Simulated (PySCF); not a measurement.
**WO₂F₂: structure of the singlet**

Where does singlet WO₂F₂ go from a PBE0 minimum start, is the end point a minimum, and what are its modes, charges and moments?

Computed with PySCF 2.14.0. Level: PBE0, basis W def2-SVP with ECP60, O def2-SVP, F def2-SVP, scalar-relativistic core potentials, no spin–orbit coupling, density fitting.

## 1. Where the work starts

5 atoms, charge 0, spin multiplicity 1.

Bond lengths: W1–O2 1.692 Å, W1–O3 1.692 Å, W1–F4 1.858 Å, W1–F5 1.858 Å. Angles: O2–W1–O3 105.9°, O2–W1–F4 108.7°, O2–W1–F5 108.7°, O3–W1–F4 108.7°, O3–W1–F5 108.7°, F4–W1–F5 115.8°.

Z-matrix (Å, degrees; charge 0 multiplicity 1):
```
W
O  1 1.6918
O  1 1.6918 2 105.86
F  1 1.8579 2 108.68 3 116.59
F  1 1.8579 2 108.68 3 -116.59
```

## 2. First SCF at the start

The steps below are one call of a driver around PySCF. For each, scf.py gives the equivalent set-up of the SCF; relaxations use the driver's own optimiser. After this first run the driver tries any further starts and a stability analysis.

Input file scf.py:

```python
from pyscf import gto, scf, dft
mol = gto.M(atom='''
W     -0.013868    -0.013868     0.000000
O     -1.405507    -0.064434    -0.960754
O     -0.064434    -1.405507     0.960754
F      1.476331    -0.107685    -1.105529
F     -0.107685     1.476331     1.105529''',
    basis={'W': 'def2-SVP', 'O': 'def2-SVP', 'F': 'def2-SVP'},
    ecp={'W': 'def2-SVP'},
    charge=0, spin=0)
mf = dft.RKS(mol, xc='PBE0')
mf.grids.atom_grid = (50, 194)
aux = {'W': 'def2-universal-JKFIT', 'O': 'def2-universal-JKFIT', 'F': 'def2-universal-JKFIT'}
mf = mf.density_fit(auxbasis=aux)
mf.conv_tol = 1e-08
mf.diis_space = 10
mf.max_cycle = 60
mf.init_guess = 'minao'
mf.verbose = 4
mf.kernel()
```

Launch:

```
> OMP_NUM_THREADS=2 python axn.py task.json out
```

Output:

```text
init E= -404.224563393622
  HOMO = -0.642631946322304  LUMO = -0.309632482574557  gap/eV = 9.06138
cycle= 1 E= -416.228880613851  delta_E=  -12  |g|= 1.71  |ddm|= 7.24
  HOMO = -0.149780369523  LUMO = -0.117909913679565  gap/eV = 0.86724
cycle= 2 E= -410.069488989033  delta_E= 6.16  |g|= 5.43  |ddm|= 4.92
  HOMO = -0.353768665933912  LUMO = -0.048864706482926  gap/eV = 8.29686
cycle= 3 E= -416.646700319569  delta_E= -6.58  |g|=  0.9  |ddm|= 4.26
  HOMO = -0.330533750333988  LUMO = -0.0863698514201097  gap/eV = 6.64404
cycle= 4 E= -416.767695055374  delta_E= -0.121  |g|= 0.402  |ddm|= 0.844
  HOMO = -0.370626704822605  LUMO = -0.109204565287895  gap/eV = 7.11366
cycle= 5 E= -416.79552339128  delta_E= -0.0278  |g|= 0.0683  |ddm|= 0.303
  HOMO = -0.358370284573901  LUMO = -0.0939018112607178  gap/eV = 7.19655
cycle= 6 E= -416.796543030262  delta_E= -0.00102  |g|= 0.0158  |ddm|= 0.0758
  HOMO = -0.360151597543172  LUMO = -0.0943005343643419  gap/eV = 7.23418
cycle= 7 E= -416.796593547369  delta_E= -5.05e-05  |g|= 0.00316  |ddm|= 0.0113
  HOMO = -0.360218638217638  LUMO = -0.0941959339199152  gap/eV = 7.23885
cycle= 8 E= -416.796595379677  delta_E= -1.83e-06  |g|= 0.000626  |ddm|= 0.00195
  HOMO = -0.360235872219466  LUMO = -0.0942027826791204  gap/eV = 7.23913
cycle= 9 E= -416.796595450496  delta_E= -7.08e-08  |g|= 0.000111  |ddm|= 0.000371
  HOMO = -0.360240396283356  LUMO = -0.094201235150694  gap/eV = 7.23929
cycle= 10 E= -416.796595452985  delta_E= -2.49e-09  |g|= 9.57e-06  |ddm|= 7.88e-05
  HOMO = -0.360242971856703  LUMO = -0.0942010589199268  gap/eV = 7.23937
Extra cycle  E= -416.796595452887  delta_E= 9.72e-11  |g|= 2.46e-05  |ddm|= 2.33e-05
converged SCF energy = -416.796595452887
```

This step, with its further starts and checks, took 5.1 s on 2 threads of Arm Neoverse V1, shared host.

No lower closed-shell solution turned up in the test of internal stability.

## 3. Relaxation: PBE0 minimum start, singlet

The program finds C2v symmetry in the start, which this walk keeps. The walk stops when the largest gradient is under 0.0003 Eh/bohr and the energy has settled too.

Changes to scf.py since step 2:

```diff
@@ -3,5 +3,5 @@
-W     -0.013868    -0.013868     0.000000
-O     -1.405507    -0.064434    -0.960754
-O     -0.064434    -1.405507     0.960754
-F      1.476331    -0.107685    -1.105529
-F     -0.107685     1.476331     1.105529''',
+W     -0.013630    -0.013630     0.000000
+O     -1.405269    -0.064195    -0.960754
+O     -0.064195    -1.405269     0.960754
+F      1.476569    -0.107447    -1.105529
+F     -0.107447     1.476569     1.105529''',
@@ -18 +17,0 @@
-mf.init_guess = 'minao'
```

Steps of the walk:

```
step  energy (Eh)  change (kJ/mol)  largest symmetric gradient (Eh/bohr)
   0  -416.796595             0.00                               0.00039
   1  -416.796596             0.00                               0.00015
```

The walk took 4.5 s.

After 1 steps and 0.0 kJ/mol it ends at C2v: W–F 1.858 Å (×2), W–O 1.692 Å (×2); F–W–F 115.8°, F–W–O 108.7° (×4), O–W–O 105.8°.

## 4. Hessian and properties

The point is checked on the finer grid, and tightened if its gradient asks for it. The Hessian and the dipole derivatives come from central differences of analytic gradients, with steps of 0.02 bohr.

Changes to scf.py since step 3:

```diff
@@ -3,5 +3,5 @@
-W     -0.013630    -0.013630     0.000000
-O     -1.405269    -0.064195    -0.960754
-O     -0.064195    -1.405269     0.960754
-F      1.476569    -0.107447    -1.105529
-F     -0.107447     1.476569     1.105529''',
+W     -0.013889    -0.013889    -0.000000
+O     -1.405607    -0.064527    -0.960759
+O     -0.064527    -1.405607     0.960759
+F      1.476345    -0.107542    -1.105439
+F     -0.107542     1.476345     1.105439''',
@@ -12 +12 @@
-mf.grids.atom_grid = (50, 194)
+mf.grids.atom_grid = (75, 302)
@@ -15 +15 @@
-mf.conv_tol = 1e-08
+mf.conv_tol = 1e-10
```

The driver hands on the density of the step before, so the log starts near convergence.

Log of the central SCF (cycles and frontier levels):

```text
init E= -416.796610797822
  HOMO = -0.360211160674485  LUMO = -0.0942020182160619  gap/eV = 7.23848
cycle= 1 E= -416.796610797821  delta_E= 3.41e-13  |g|= 4.13e-06  |ddm|= 4.46e-06
  HOMO = -0.360211120162607  LUMO = -0.0942023068320948  gap/eV = 7.23847
Extra cycle  E= -416.796610797811  delta_E= 1.08e-11  |g|= 7.28e-06  |ddm|= 6.98e-06
converged SCF energy = -416.796610797811
```

The whole step took 51 s.

Geometry: C2v; W–F 1.858 Å (×2), W–O 1.692 Å (×2); F–W–F 115.8°, F–W–O 108.7° (×4), O–W–O 105.9°.

Modes, for the most abundant isotopes:

```tsv
symmetry	ω (cm⁻¹)	IR (km/mol)	μ (u)
a1	178	8.8	20.62
b2	218	14.6	21.15
b1	262	21.8	18.74
a2	296	0.0	17.02
a1	371	4.4	16.96
a1	719	79.3	20.17
b1	728	129	21.99
b2	1041	204	17.74
a1	1080	64.1	16.95
```

No imaginary mode, so this is a minimum.

Constants and moments:

```
Dipole moment                                                   : 1.72 D
Highest occupied level                                          : -9.80 eV
Lowest empty level                                              : -2.56 eV
Rotational constants                                            : 0.1312, 0.1106, 0.1026 cm⁻¹
Zero-point energy                                               : 29.3 kJ/mol
Principal polarisabilities                                      : 29.8, 32.7, 38.0 bohr³
Atomisation energy without zero-point energy                    : 2492 kJ/mol
Principal traceless quadrupole moments about the centre of mass : -0.49, 0.23, 0.26 D Å
Entropy at 298.15 K and 1 bar                                   : 321.5 J/(mol K)
Heat capacity Cp at 298.15 K                                    : 78.6 J/(mol K)
Enthalpy at 298.15 K above 0 K                                  : 16.82 kJ/mol
Rotational symmetry number                                      : 2
```

Populations by atom (charges in e):

```csv
atom,Mulliken,Löwdin,polar tensor,Mayer order to W1
W1,1.34,0.54,2.60,–
"O2,3",-0.33,-0.13,-0.71,2.13
"F4,5",-0.33,-0.14,-0.59,1.01
```

Outer orbital energies (eV). occupied: -13.89, -13.15, -12.76, -12.02, -11.36, -11.09, -10.80, -9.80; empty: -2.56, -2.19, -1.10, -0.91.

Mulliken populations on W1 (outside its core potential): s 2.36, p 6.33, d 3.72, f 0.25.

## 5. Outcome

| quantity | value |
| --- | --- |
| minimum | singlet, C2v |
| geometry | W–F 1.858 Å (×2), W–O 1.692 Å (×2); F–W–F 115.8°, F–W–O 108.7° (×4), O–W–O 105.9° |
| wavenumbers (cm⁻¹) | 178 (a1), 218 (b2), 262 (b1), 296 (a2), 371 (a1), 719 (a1), 728 (b1), 1041 (b2), 1080 (a1) |
| dipole moment | 1.72 D |
| highest occupied, lowest empty level | -9.80, -2.56 eV |
| polar-tensor charge of W1 | +2.60 e |
| zero-point energy | 29.3 kJ/mol |
| entropy at 298.15 K | 321.5 J/(mol K) |
| atomisation energy (no zero-point energy) | 2492 kJ/mol |

In words: The PBE0 minimum start keeps its C2v symmetry and ends in a minimum. In the infrared the band at 1041 cm⁻¹ (b2, stretch) leads. Other starts or spin states, not run here, may lie lower. Whether spin polarisation would lower the closed shell was not checked. With an element this heavy the missing spin–orbit coupling can shift these numbers.

The search up to here took 61 s.
